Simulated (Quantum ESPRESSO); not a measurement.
Set up this calculation in Quantum ESPRESSO 7.5, as the native input.

| Property | Result |
| --- | --- |
| Task | single point |
| Functional | PBEsol |
| Potentials or basis | PseudoDojo 0.4.1 SR PBEsol standard |
| Cutoff | 1088 eV |
| Density cutoff | 4354 eV |
| k mesh | 7 × 7 × 7 |
| Occupations | fermi-dirac, width 0.05 eV |
| Spin | no spin polarisation |
| Mixing beta | 0.5 |
| Most SCF iterations | 120 |
| SCF threshold | 4e-10 Ry |

Crystal: BiTe.

```
Bi Te
1.0
     2.42271    1.39875    3.31729
    -2.42271    1.39875    3.31729
     0.00000   -2.79750    3.31729
Bi Te
1 1
Cartesian
  0.0000 0.0000 4.9759
  0.0000 0.0000 0.0000
```

The cell comes from a database or a generator and needn't be the stable form of this composition.

These files were run (other wordings do the same):

pw.in

```
&CONTROL
  calculation = 'scf'
  prefix = 'pwscf'
  outdir = './tmp'
  pseudo_dir = './pseudo'
  tprnfor = .true.
  tstress = .true.
  disk_io = 'low'
/
&SYSTEM
  ibrav = 0
  celldm(1) = 8
  nat = 2
  ntyp = 2
  ecutwfc = 80
  nbnd = 23
  occupations = 'smearing'
  smearing = 'fd'
  degauss = 0.00367493
/
&ELECTRONS
  conv_thr = 4d-10
  electron_maxstep = 120
  mixing_beta = 0.5
/
ATOMIC_SPECIES
Bi   208.9804 Bi.upf
Te   127.6000 Te.upf
CELL_PARAMETERS alat
  0.5722817713243   0.3304070347278   0.7835966586787
 -0.5722817713243   0.3304070347278   0.7835966586787
  0.0000000000000  -0.6608140694556   0.7835966586787
ATOMIC_POSITIONS crystal
Bi     0.5000000000    0.5000000000    0.5000000000
Te     0.0000000000    0.0000000000    0.0000000000
K_POINTS automatic
7 7 7 0 0 0
```

pp_density.in

```
&INPUTPP
  prefix = 'pwscf'
  outdir = './tmp'
  filplot = 'density.dat'
  plot_num = 0
/
&PLOT
  nfile = 1
  filepp(1) = 'density.dat'
  iflag = 3
  output_format = 6
  fileout = 'density.cube'
/
```

pp_potential.in

```
&INPUTPP
  prefix = 'pwscf'
  outdir = './tmp'
  filplot = 'potential.dat'
  plot_num = 11
/
&PLOT
  nfile = 1
  filepp(1) = 'potential.dat'
  iflag = 3
  output_format = 6
  fileout = 'potential.cube'
/
```

pp_elf.in

```
&INPUTPP
  prefix = 'pwscf'
  outdir = './tmp'
  filplot = 'elf.dat'
  plot_num = 8
/
&PLOT
  nfile = 1
  filepp(1) = 'elf.dat'
  iflag = 3
  output_format = 6
  fileout = 'elf.cube'
/
```

Potentials or basis: PseudoDojo 0.4.1 SR PBEsol standard.

The run is started by

```bash
$ OMP_NUM_THREADS=1 mpirun -n 2 pw.x -nk 2 -in pw.in > pw.out
$ OMP_NUM_THREADS=1 mpirun -n 1 pp.x -in pp_density.in > pp_density.out
$ OMP_NUM_THREADS=1 mpirun -n 1 pp.x -in pp_potential.in > pp_potential.out
$ OMP_NUM_THREADS=1 mpirun -n 1 pp.x -in pp_elf.in > pp_elf.out
```

It gave:

```
Pressure               : -2.3 GPa
Band gap on the k mesh : none (metal or under the smearing width)
```

Caveat: spin-orbit coupling is left out, which moves the levels of the heavy elements.

It took 36 s on 2 MPI ranks on Arm Neoverse V2, with other jobs on the host, peak memory 0.24 GiB a rank.
